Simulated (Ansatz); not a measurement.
This script drives Ansatz's Python interface.

`ch4alns.py`:
```python
"""A short Born-Oppenheimer trajectory of CH4AlNS."""

import ansatz as az
import numpy as np

geometry_ang = [
    ("C", [-0.4417, 1.8038, 0.0469]),
    ("N", [-0.7038, 0.6402, 0.4204]),
    ("Al", [0.1467, -0.8452, -0.3864]),
    ("S", [-0.1737, -2.9332, 0.3707]),
    ("H", [0.2078, 2.0632, -0.787]),
    ("H", [-1.0151, 2.6814, 0.5165]),
    ("H", [1.2481, -0.6159, -1.5572]),
    ("H", [0.8239, -2.8513, 1.3202]),
]
ch4alns = az.Crystal.molecule()
for symbol, xyz in geometry_ang:
    ch4alns = ch4alns.atom(symbol, xyz)

model = (
    ch4alns.calculation()
    .basis(gaussian="6-31G*")
    .functional("blyp")
)
symbols = [site.symbol for site in ch4alns.cartesian_sites]
start = np.array([site.position_ang for site in ch4alns.cartesian_sites], dtype=float)
report = model.relax(force_tolerance=0.02).run(threads=1, backend="cpu").report
end = np.array(report["positions_ang"])
minimum = az.Crystal.molecule()
for symbol, place in zip(symbols, end):
    minimum = minimum.atom(symbol, place.tolist())

# dynamics from the relaxed geometry
model = (
    minimum.calculation()
    .basis(gaussian="6-31G*")
    .functional("blyp")
    .md("nvt_nose_hoover", timestep=0.25, steps=20, temperature=200, initial_velocities="maxwell_boltzmann", seed=78, thermostat_time=50)
)
frames = []
result = model.session().plan().execute(on_event=lambda e: frames.append(e["data"]) if e["event"] == "md_step" else None)
print("t (fs)   E_pot (eV)      E_kin (eV)   T (K)   d(0-1) (A)")
for f in frames[::3]:
    xyz = np.array(f["positions_ang"])
    print(f"{f['time_fs']:6.2f} {f['lagrangian_ev']:14.5f} {f['e_kin_ev']:10.5f} {f['temperature_k']:8.1f} {np.linalg.norm(xyz[0] - xyz[1]):9.4f}")
kept = np.array([f["conserved_ev"] for f in frames])
print(f"conserved energy moves by at most {1000 * np.ptp(kept):.3f} meV")
symbols = [site.symbol for site in ch4alns.cartesian_sites]
with open("last_frame.xyz", "w") as handle:
    handle.write(f"{len(symbols)}\nt = {frames[-1]['time_fs']} fs\n")
    handle.writelines("{:2s} {:10.5f} {:10.5f} {:10.5f}\n".format(s, *xyz) for s, xyz in zip(symbols, frames[-1]["positions_ang"]))
```

It is started by `python ch4alns.py`. How long does it take on 1 thread of Intel(R) Xeon(R) 6975P-C (Granite Rapids), with other jobs on the host, and how much memory does it need?

It took about 70 s, with a peak of 0.23 GiB, for 2 runs of the engine.

`python ch4alns.py` gives:
```text
t (fs)   E_pot (eV)      E_kin (eV)   T (K)   d(0-1) (A)
  0.00   -20023.41746    0.15511    200.0    1.2615
  0.75   -20023.40903    0.14672    189.2    1.2594
  1.50   -20023.38884    0.12661    163.2    1.2574
  2.25   -20023.36716    0.10502    135.4    1.2559
  3.00   -20023.35446    0.09237    119.1    1.2550
  3.75   -20023.35571    0.09364    120.7    1.2547
  4.50   -20023.36787    0.10580    136.4    1.2551
conserved energy moves by at most 0.222 meV
```

`last_frame.xyz`, as written:
```text
8
t = 5.0 fs
C    -0.33678    1.74628    0.23644
N    -0.10624    0.59673   -0.21325
Al    0.30474   -1.01044   -0.84430
S     0.45354   -2.74180    0.57149
H     0.44711    2.50510    0.54375
H    -1.38548    2.10887    0.40106
H     0.47427   -1.25994   -2.36184
H     0.29588   -2.08425    1.73203
```

These settings explore the input space; basis and method may be short of convergence. The trajectory is only some femtoseconds long, so its temperature is not equilibrated; where the script doesn't relax first, it starts from a rough generated geometry. The temperature counts the internal degrees of freedom alone.

(Lines on the test bed's own set-up are left out of the output.)
